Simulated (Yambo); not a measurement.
# MgS (Niningerite) (Fm-3m) in Yambo: notebook

The runs below take MgS (Niningerite) through optical spectrum by the Bethe-Salpeter equation, with PBEsol.

All numbers are computed with Yambo 5.3.0; they aren't measurements. Logs are shortened: lines on timing, memory, paths and dates and some standing lists are left out, and cuts for length are marked.

**1. The structure**

The structure is cubic, space group Fm-3m (No. 225). The conventional cell has a = 5.203 Å, b = 5.203 Å, c = 5.203 Å, α = 90.00°, β = 90.00°, γ = 90.00°. Around S (site symmetry m-3m) lie 6 Mg at 2.60 Å. Mg (site symmetry m-3m) has 6 S at 2.60 Å as nearest neighbours.

**2. Optical spectrum by the Bethe-Salpeter equation, PBEsol**

The input, bse4.in:

```
optics
bse
bss
rim_cut
RandQpts= 1000000
RandGvec= 50 RL
BSKmod= "HARTREE"
BSEmod= "retarded"
BSSmod= "h"
% BSEQptR
 1 | 1 |
%
% BSEBands
 6 | 11 |
%
BSENGexx= 20 Ry
% BEnRange
 0 | 20 | eV
%
% BDmRange
 0.1 | 0.1 | eV
%
BEnSteps= 200
% BLongDir
 1 | 0 | 0 |
%
BSEprop= "abs"
BSHayTrs= -0.02
```

The input, scf.in:

```
&CONTROL
  calculation = 'scf'
  prefix = 'pwscf'
  outdir = './tmp'
  pseudo_dir = './pseudo'
/
&SYSTEM
  ibrav = 0
  nat = 2
  ntyp = 2
  ecutwfc = 84
  nbnd = 14
  occupations = 'smearing'
  smearing = 'fd'
  degauss = 0.00367493
  force_symmorphic = .true.
/
&ELECTRONS
  conv_thr = 4d-10
  electron_maxstep = 120
  mixing_beta = 0.5
/
ATOMIC_SPECIES
S     32.0600 S.upf
Mg    24.3050 Mg.upf
CELL_PARAMETERS angstrom
   0.0000000000    2.6016500000    2.6016500000
   2.6016500000    0.0000000000    2.6016500000
   2.6016500000    2.6016500000    0.0000000000
ATOMIC_POSITIONS crystal
S      0.5000000000    0.5000000000    0.5000000000
Mg     0.0000000000    0.0000000000    0.0000000000
K_POINTS automatic
10 10 10 0 0 0
```

The input, nscf.in:

```
&CONTROL
  calculation = 'nscf'
  prefix = 'pwscf'
  outdir = './tmp'
  pseudo_dir = './pseudo'
/
&SYSTEM
  ibrav = 0
  nat = 2
  ntyp = 2
  ecutwfc = 84
  nbnd = 38
  occupations = 'fixed'
  force_symmorphic = .true.
/
&ELECTRONS
  conv_thr = 1d-08
  diago_full_acc = .true.
  diago_thr_init = 1d-06
/
ATOMIC_SPECIES
S     32.0600 S.upf
Mg    24.3050 Mg.upf
CELL_PARAMETERS angstrom
   0.0000000000    2.6016500000    2.6016500000
   2.6016500000    0.0000000000    2.6016500000
   2.6016500000    2.6016500000    0.0000000000
ATOMIC_POSITIONS crystal
S      0.5000000000    0.5000000000    0.5000000000
Mg     0.0000000000    0.0000000000    0.0000000000
K_POINTS automatic
10 10 10 0 0 0
```

Potentials or basis: PseudoDojo 0.4.1 SR PBEsol standard.

The run is started by

```console
$ OMP_NUM_THREADS=1 pw.x -in scf.in > scf.out
$ OMP_NUM_THREADS=1 pw.x -in nscf.in > nscf.out
$ cd tmp/pwscf.save; p2y; mv SAVE ../..; cd ../..
$ OMP_NUM_THREADS=1 yambo
$ OMP_NUM_THREADS=1 yambo -F bse4.in -J bse4 -C bse4_out
```

Yambo's report:

```text
[... sections 02.01 to 02.04 as in the set-up run ...]

  [02.05] Energies & Occupations
  ==============================

  [X] === General ===
  [X] Electronic Temperature                        :  0.000000  0.000000 [eV K]
  [X] Bosonic    Temperature                        :  0.000000  0.000000 [eV K]
  [X] Finite Temperature mode                       : no
  [X] El. density                                   :  0.45430E+24 [cm-3]
  [X] Fermi Level                                   :  6.311394 [eV]

  [X] === Gaps and Widths ===
  [X] Conduction Band Min                           :  2.702886 [eV]
  [X] Valence Band Max                              :  0.000000 [eV]
  [X] Filled Bands                                  :   8
  [X] Empty Bands                                   :    9   38
  [X] Direct Gap                                    :  3.589734 [eV]
  [X] Direct Gap localized at k                     :  1
  [X] Indirect Gap                                  :  2.702886 [eV]
  [X] Indirect Gap between kpts                     :   1  31
  [X] Last valence band width                       :  2.333586 [eV]
  [X] 1st conduction band width                     :  3.388923 [eV]

 [03] Transferred momenta grid and indexing
 ==========================================

 IBZ Q-points                                      :   47
 BZ  Q-points                                      :  1000

 K/Q-points units:
 rlu = crystal or reduced units; cc = cartesian coordinates; iku = interal k-units

 Q [ 1]         [rlu]:  0.000000  0.000000  0.000000
 Q [ 2]         [rlu]:  0.24797E-17  0.24797E-17  0.10000
 Q [ 3]         [rlu]:  0.20640E-16  0.20640E-16  0.20000
 Q [ 4]         [rlu]: -0.40117E-18 -0.40117E-18  0.30000
 Q [ 5]         [rlu]:  0.49750E-16 -0.57616E-17  0.40000
 Q [ 6]         [rlu]:  0.13555E-16  0.13555E-16 -0.50000
 Q [ 7]         [rlu]:  0.10249E-16  0.10000      0.10000
 Q [ 8]         [rlu]:  0.10320E-16  0.10000      0.20000
 Q [ 9]         [rlu]:  0.26677E-16  0.10000      0.30000
 Q [10]         [rlu]: -0.40117E-18  0.10000      0.40000
 Q [11]         [rlu]: -0.21567E-17  0.10000      0.50000
 Q [12]         [rlu]:  0.13555E-16  0.10000     -0.40000
 Q [13]         [rlu]: -0.63137E-17  0.10000     -0.30000
 Q [14]         [rlu]:  0.40117E-18  0.10000     -0.20000
 Q [15]         [rlu]:  0.14956E-16  0.10000     -0.10000
[... 30 lines left out ...]
 Q [46]         [rlu]:  0.200000  0.400000 -0.300000
 Q [47]         [rlu]:  0.200000 -0.500000 -0.300000

 [04] Coloumb potential Random Integration (RIM)
 ===============================================

  [04.01] RIM initialization
  ==========================

  * Diagonal components only detected *

  8 x (sBL volume)        :  0.008349 [a.u.]
  sBZ random points       :  1000000
  Points outside the sBZ  :   7987327
  RL volume               :  1.043678 [a.u.]
  Integrated volume       :  1.045334 [a.u.]

  [04.02] RIM integrals
  =====================

  Gamma point sphere radius             :  0.036799 [a.u.]
  Points outside the sphere             :   799513
  [Int_sBZ(q=0) 1/q^2]*(Vol_sBZ)^(-1/3) =:  7.764325
                                 should be <:  7.795600
  [WR./bse4//ndb.RIM]-------------------------------------------------------------
   Brillouin Zone Q/K grids (IBZ/BZ)                :    47  1000    47  1000
   Coulomb cutoff potential                         : none
   Coulombian RL components                         :   51
   Coulombian diagonal components                   : yes
   RIM random points                                :  1000000
   RIM  RL volume             [a.u.]                :  1.045334
   Real RL volume             [a.u.]                :  1.043678
   Eps^-1 reference component                       : 0
   Eps^-1 components                                :  0.000000  0.000000  0.000000
   RIM anysotropy factor                            :  0.000000

  Summary of Coulomb integrals for non-metallic bands |Q|[au] RIM/Bare

  Q [1] 0.100000E-4 0.995988 * Q [2] 0.110678 1.065884
  Q [7] 0.127800 1.064776 * Q [15] 0.180737 1.027759
  Q [8] 0.211933 1.020378 * Q [3] 0.221357 1.017918
  Q [16] 0.255601 1.014689 * Q [14] 0.278534 1.012333
  Q [32] 0.285770 1.011662 * Q [9] 0.313046 1.009807
  Q [17] 0.332035 1.009049 * Q [4] 0.332035 1.008798
[... 15 lines left out ...]
  Q [43] 0.639002 1.003652 * Q [44] 0.651657 1.003530
  Q [46] 0.660989 1.003523 * Q [30] 0.664070 1.003386
  Q [47] 0.688226 1.003318

 [WARNING] [BS] User bands 6-11 break level degeneracy

 [05] Dipoles
 ============

  [05.01] Setup: observables and procedures
  =========================================

  [WF-Oscillators/G space/Transverse up loader] Normalization (few states)  min/max  :  0.73475E-16   1.0000

  [WR./bse4//ndb.dipoles]---------------------------------------------------------
   Brillouin Zone Q/K grids (IBZ/BZ)                :    47  1000    47  1000
   RL vectors                                       :   4015 [WF]
   Fragmentation                                    : yes
   Electronic Temperature                           :  0.000000 [K]
   Bosonic    Temperature                           :  0.000000 [K]
   DIP band range                                   :   6  11
   DIP band range limits                            :   8   9
   DIP e/h energy range                             : -1.000000 -1.000000 [eV]
   RL vectors in the sum                            :   4015
   [r,Vnl] included                                 : yes
   Bands ordered                                    : yes
   Direct v evaluation                              : no
   Approach used                                    : G-space v
   Dipoles computed                                 : R V P [G-space]
   Wavefunctions                                    : Perdew, Burke & Ernzerhof SOL(X)+Perdew, Burke & Ernzerhof SOL(C)

  [WARNING] [r,Vnl^pseudo] included in position and velocity dipoles.

  [WARNING] In case H contains other non local terms, these are neglected

 [06] Bethe Salpeter Equation driver
 ===================================

  [06.01] Bethe Salpeter Equation @q1
  ===================================

   [06.01.01] Transition pre-analysis @q1
   ======================================

   [06.01.02] Transition Groups build-up @q1
   =========================================

   [BSK] Transition groups (total):   47
   [BSK] Size (resonant):   9000
   [BSK]         (total):   9000
   [BSK] N. of matrices :  1

   [06.01.03] Loading Dipoles @q1
   ==============================

   [06.01.04] Independent Particles properties @q1
   ===============================================

   [06.01.05] BSE Kernel @q1 (Resonant EXCHANGE)
   =============================================

   [BSE] Exchange components :   387

   [06.01.06] Main kernel loop
   ===========================

   [WR./bse4//ndb.BS_Q1_CPU_0]-----------------------------------------------------
    Brillouin Zone Q/K grids (IBZ/BZ)                :    47  1000    47  1000
    RL vectors                                       :   4015 [WF]
    Coulomb cutoff potential                         : none
    Parallel CPUs
    Parallel Roles
    Fragmentation                                    : no
    BS kernel          wavefunctions                 : Perdew, Burke & Ernzerhof SOL(X)+Perdew, Burke & Ernzerhof SOL(C)
    Static diel. fun.  energies                      : Perdew, Burke & Ernzerhof SOL(X)+Perdew, Burke & Ernzerhof SOL(C)
    wavefunctions                                    : Perdew, Burke & Ernzerhof SOL(X)+Perdew, Burke & Ernzerhof SOL(C)
    [K] Identifier                                   :   8087
    [K] Dimension                                    :   9000
    [K] Bands                                        :   6  11
    [K] Exchange                                     : yes [res]
    [K] Correlation                                  : no [res]
    [K] Kernel`s coupling                            : no
    [K] Exchange                                     : no [cpl]
    [K] Correlation                                  : no [cpl]
    [K] W interaction is bare                        : no
    [K] ALDA kernel in R-space                       : no
    [K] RL vectors                                   :   387 [exchange]
    [K] E/h energy range                             : -1.000000 -1.000000 [eV]
    [K] Coupling range                               :  100.0000  100.0000 [o/o]
    [K] Kernel long-range exchange                   : BAR

  [06.02] BSE solver(s) @q1
  =========================

  [06.03] Haydock Solver in the optics basis @q1 using the hermitian scheme
  =========================================================================

  Accuracy (requested)      : -0.020000 [o/o]
  Accuracy (reached)        :  0.019995 [o/o]
  Iterations                :  138
```

o-bse4.eps_q1_haydock_bse:

```text
# Absorption @ Q(1):   1.00000000      0.00000000      0.00000000    [q->0 direction]
#
[... 47 lines left out ...]
        0.301508           0.006103           5.223602           0.007359           5.613478           0.006103           5.223602
        0.402010           0.008171           5.230764           0.009855           5.622115           0.008171           5.230764
        0.502513           0.010269           5.240016           0.012388           5.633275           0.010269           5.240016
[... 192 lines left out ...]
        19.89950           0.009272           0.272908           0.007110           0.396465           0.009272           0.272908
        20.00000           0.009079           0.282127           0.006978           0.403543           0.009079           0.282127
#
```

Run time: 2.9 min. Hardware: 1 thread of Arm Neoverse V2, shared host; peak memory 0.96 GiB.

What came out:

```yaml
Band_gap_on_the_k_mesh_mean-field_level: 2.70 eV, indirect (least direct gap 3.59 eV)
```

Dielectric function (along the field direction of the input):
```
energy (eV)  real part  imaginary part
       0.30       5.22            0.01
       0.80       5.28            0.02
       1.31       5.40            0.03
       1.81       5.58            0.04
       2.31       5.86            0.07
       2.81       6.27            0.10
       3.32       6.97            0.20
       3.82       7.78            0.39
       4.32       8.75            1.86
       4.82      10.57            3.47
       5.33      10.22            6.79
       5.83       7.07           13.19
       6.33       0.57           11.39
       6.83       0.43            7.84
       7.34       0.41            6.49
       7.84       0.20            5.32
       8.34       0.78            5.11
       8.84       0.62            6.51
       9.35      -2.24            6.22
       9.85      -2.65            4.69
      10.35      -3.09            4.17
      10.85      -0.82            3.43
      11.36      -3.77            2.54
      11.86      -2.82            2.00
      12.36      -1.70            2.11
      12.86      -2.24            1.00
      13.37      -2.00            0.29
      13.87      -1.33            0.09
      14.37      -0.96            0.06
      14.87      -0.71            0.05
      15.38      -0.54            0.04
      15.88      -0.37            0.03
      16.38      -0.24            0.02
      16.88      -0.14            0.02
      17.39      -0.04            0.02
      17.89       0.04            0.01
      18.39       0.11            0.01
      18.89       0.17            0.01
      19.40       0.22            0.01
      20.00       0.28            0.01
```

Caveat: spectra need much finer meshes, so this one isn't converged.

[end of part 1 of 2]
